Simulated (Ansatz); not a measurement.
**B₂H₆O₂: small, medium and large basis sets**

Aim: see how fast density functionals converge with the basis set for B₂H₆O₂.

Method: one geometry, several basis sets; program: Ansatz 0.2.0, Gaussian basis.

The runs, in order: PBE0-D4/def2-SVP; ωB97M-V/def2-SVP; PBE0-D4/def2-QZVPP; ωB97M-V/def2-QZVPP; the functionals' def2-TZVPP values are taken from earlier runs.

## (1) The geometry

All runs share one geometry, relaxed beforehand with PBE0-D4 in a triple-zeta def2 set.

SMILES `[BH2-]1[OH+][BH2-][OH+]1`, 10 atoms, charge 0, spin multiplicity 1.

Atoms are counted from 1 here; the program's logs count them from 0.

Bond lengths: B1–O2 1.558 Å, B1–O4 1.558 Å, B1–H5 1.204 Å, B1–H6 1.196 Å, O2–B3 1.558 Å, O2–H7 0.960 Å, B3–O4 1.558 Å, B3–H8 1.204 Å, B3–H9 1.196 Å, O4–H10 0.960 Å. Angles: O2–B1–O4 91.1°, O2–B1–H5 111.9°, O2–B1–H6 110.2°, O4–B1–H5 111.9°, O4–B1–H6 110.2°, H5–B1–H6 118.3°, B1–O2–B3 88.7°, B1–O2–H7 112.2°, B3–O2–H7 112.2°, O2–B3–O4 91.1°, O2–B3–H8 111.9°, O2–B3–H9 110.2°, O4–B3–H8 111.9°, O4–B3–H9 110.2°, H8–B3–H9 118.3°, B1–O4–B3 88.7°, B1–O4–H10 112.2°, B3–O4–H10 112.2°.

## (2) PBE0-D4 in def2-SVP

File in.yaml:

```yaml
crystal:
  periodic: [false, false, false]
  atoms:
    - {symbol: B, position_ang: [-0.454259, 0.871137, -0.485050]}
    - {symbol: O, position_ang: [-1.010072, -0.446178, 0.134133]}
    - {symbol: B, position_ang: [0.389650, -0.696174, 0.771245]}
    - {symbol: O, position_ang: [0.974608, 0.554687, 0.049583]}
    - {symbol: H, position_ang: [-0.497791, 0.855820, -1.688216]}
    - {symbol: H, position_ang: [-0.907887, 1.818899, 0.085919]}
    - {symbol: H, position_ang: [-1.225792, -1.099256, -0.535725]}
    - {symbol: H, position_ang: [0.888084, -1.718036, 0.374889]}
    - {symbol: H, position_ang: [0.345254, -0.508439, 1.951425]}
    - {symbol: H, position_ang: [1.581305, 0.316341, -0.655305]}
basis:
  gaussian: {orbitals: def2-SVP}
hamiltonian: {xc: pbe0, dispersion: d4}
output: {orbitals: {seedname: orbitals}}
```

After this run come: ωB97M-V in def2-SVP; PBE0-D4 in def2-QZVPP; ωB97M-V in def2-QZVPP.

Before running them: what should the planned runs give, taken together? Wanted: PBE0-D4: double and triple zeta above quadruple; ωB97M-V: double and triple zeta above quadruple.

The runs gave:

| quantity | value |
| --- | --- |
| PBE0-D4: double and triple zeta above quadruple | 6.78, 0.31 eV |
| ωB97M-V: double and triple zeta above quadruple | 7.00, 0.29 eV |

What this shows: PBE0-D4 gains 6.47 eV from double to triple zeta, then 0.31 eV more. These are total energies; as a rule much of such shifts cancels in differences, which this series doesn't test. The LUMO of ωB97M-V is positive and keeps falling with the basis (2.67 to 1.15 eV): an unbound level that the basis holds in place.
